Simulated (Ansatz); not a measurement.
# B2H4F2 (SMILES [BH2-]1[F+][BH2-][F+]1): r2SCAN0/cc-pVDZ

Aim: the electronic atomisation energy of B2H4F2 at r2SCAN0/cc-pVDZ, from 4 runs. 

Program for the calculation: Ansatz 0.2.0.

56 further runs of the same task are left out: 56 set aside as unsound or not needed.

### Step 1. The structure to begin with

The species is B2H4F2 (8 atoms), meant as a singlet with charge 0. SMILES: `[BH2-]1[F+][BH2-][F+]1`. Geometry: relaxed at PBE0-D4/def2-TZVP.

Bond lengths: B1–F2 1.538 Å, F2–B3 1.538 Å, B1–F4 1.538 Å, B3–F4 1.538 Å, B1–H5 1.190 Å, B1–H6 1.190 Å, B3–H7 1.190 Å, B3–H8 1.190 Å. Some angles: B1–F2–B3 91.9°, F2–B1–F4 88.1°, F2–B3–F4 88.1°, B1–F4–B3 91.9°, F2–B1–H5 110.0°, F2–B1–H6 110.0°, F4–B1–H5 110.0°, F4–B1–H6 110.0°, F2–B3–H7 110.0°, F2–B3–H8 110.0°.

### Step 2. The energy at r2SCAN0/cc-pVDZ

in.yaml

```yaml
crystal:
  periodic: [false, false, false]
  atoms:
    - {symbol: B, position_ang: [-0.488000, 0.947300, -0.293800]}
    - {symbol: F, position_ang: [0.637300, 0.536000, 0.670600]}
    - {symbol: B, position_ang: [0.488000, -0.947200, 0.293900]}
    - {symbol: F, position_ang: [-0.636800, -0.535900, -0.671100]}
    - {symbol: H, position_ang: [-0.036000, 1.557300, -1.210300]}
    - {symbol: H, position_ang: [-1.440200, 1.308400, 0.322000]}
    - {symbol: H, position_ang: [1.440200, -1.309100, -0.321600]}
    - {symbol: H, position_ang: [0.035400, -1.556800, 1.210300]}
basis:
  gaussian: {orbitals: cc-pVDZ}
hamiltonian: {xc: {name: r2SCAN0}}
accuracy: high
output: {orbitals: {seedname: orbitals}}
```

Command:

```sh
$ ansatz run in.yaml --threads 1 --pin off --max-ram 3480MiB --events-out events.jsonl --progress --plain --runs-dir runs
```

What it wrote:

```text
Warning: RAYON_NUM_THREADS=1 ignored (pool sized by the plan → 1); use --threads N
Functional definition: r2SCAN0
  name "r2SCAN0"
  parameter a = 0.25
  parameter k0 = 0.174
  parameter k1 = 0.065
  parameter a1 = 4.9479
  exchange = (1 - a)*r2scan_x(k0 = k0, k1 = k1, a1 = a1) + a*exact_x
  correlation = r2scan_c
1771 factors; integrals over basis functions are off by at most 3.5e-9 eV
mean field evaluation 1: about -6848.6105 eV, gradient 1.7e1 eV
mean field evaluation 2: about -6848.9144 eV, gradient 1.3e1 eV
mean field evaluation 4: about -6849.1582 eV, gradient 3.1e-1 eV
mean field evaluation 8: about -6849.1613 eV, gradient 7.3e-3 eV
mean field evaluation 16: about -6849.1613 eV, gradient 2.0e-7 eV
mean field -6849.16131005 eV, -251.7020356160 hartree, gradient 6.0e-8 eV, S^2 0.000000; 0 other end points of the search recorded, 0 dependent functions left out
reference -6849.16131062 eV, -251.7020356369 hartree; 16, 16 occupied and 60, 60 virtual orbitals, 1771 factors
Total energy: -6849.16131062 eV, -251.7020356369 hartree
```

Wall time 3.6 s (1 thread of AMD EPYC 9R45 (Zen 5), shared host); peak memory 0.28 GiB.

### Step 3. The B atom

input.yaml

```yaml
crystal:
  periodic: [false, false, false]
  atoms:
    - {symbol: B, position_ang: [0.000000, 0.000000, 0.000000]}
basis:
  gaussian: {orbitals: cc-pVDZ}
magnetization: {spin_polarized: true, initial_magnetization: 1}
hamiltonian: {xc: {name: r2SCAN0}}
accuracy: high
```

Run the same way, it converges to -24.63655 Eh (log not shown).

### Step 4. The F atom at the same level

run.yaml

```yaml
basis:
  gaussian:
    orbitals: cc-pVDZ
crystal:
  periodic: [false, false, false]
  atoms:
    - {symbol: F, position_ang: [0.000000, 0.000000, 0.000000]}
hamiltonian:
  xc: {name: r2SCAN0}
magnetization:
  spin_polarized: true
  initial_magnetization: 1
accuracy: high
```

Command:

```sh
$ ansatz run run.yaml --threads 1 --pin off --max-ram 3480MiB --events-out events.jsonl --progress --plain --runs-dir runs
```

What it wrote, shortened:

```text
Warning: RAYON_NUM_THREADS=1 ignored (pool sized by the plan → 1); use --threads N
[... 8 set-up lines as earlier in the session ...]
96 factors; integrals over basis functions are off by at most 1.1e-8 eV
mean field evaluation 1: about -2712.3960 eV, gradient 5.5e0 eV
mean field evaluation 2: about -2712.4647 eV, gradient 1.2e0 eV
mean field evaluation 4: about -2712.4694 eV, gradient 3.6e-2 eV
mean field evaluation 8: about -2712.4703 eV, gradient 3.5e-4 eV
mean field evaluation 16: about -2712.4703 eV, gradient 3.1e-9 eV
mean field -2712.47030576 eV, -99.6814451583 hartree, gradient 3.1e-9 eV, S^2 0.751355; 0 other end points of the search recorded, 0 dependent functions left out
reference -2712.47030584 eV, -99.6814451613 hartree; 5, 4 occupied and 9, 10 virtual orbitals, 96 factors
Total energy: -2712.47030584 eV, -99.6814451613 hartree
```

It took 0.42 s on 1 thread of AMD EPYC 9R45 (Zen 5), shared host.

### Step 5. The H atom, same level

job.yaml

```yaml
crystal:
  periodic: [false, false, false]
  atoms:
    - {symbol: H, position_ang: [0.000000, 0.000000, 0.000000]}
basis:
  gaussian: {orbitals: cc-pVDZ}
magnetization: {spin_polarized: true, initial_magnetization: 1}
hamiltonian: {xc: {name: r2SCAN0}}
accuracy: high
```

Run the same way, it converges to -0.49923 Eh (log not shown).

### Step 6. Outcome

At r2SCAN0/cc-pVDZ:

| quantity | value |
| --- | --- |
| molecule: total energy | -251.70204 Eh |
| molecule: HOMO energy | -9.33 eV |
| molecule: LUMO energy | 0.67 eV |
| molecule: HOMO–LUMO gap | 10.00 eV |
| B atom: total energy | -24.63655 Eh |
| B atom: ⟨S²⟩ | 0.756 |
| F atom: total energy | -99.68145 Eh |
| F atom: ⟨S²⟩ | 0.751 |
| H atom: total energy | -0.49923 Eh |
| H atom: ⟨S²⟩ | 0.750 |
| electronic atomisation energy | 29.093 eV |

In words: Taking the molecule apart into free atoms costs 29.09 eV (2807 kJ/mol), before zero-point energy and without spin-orbit coupling.
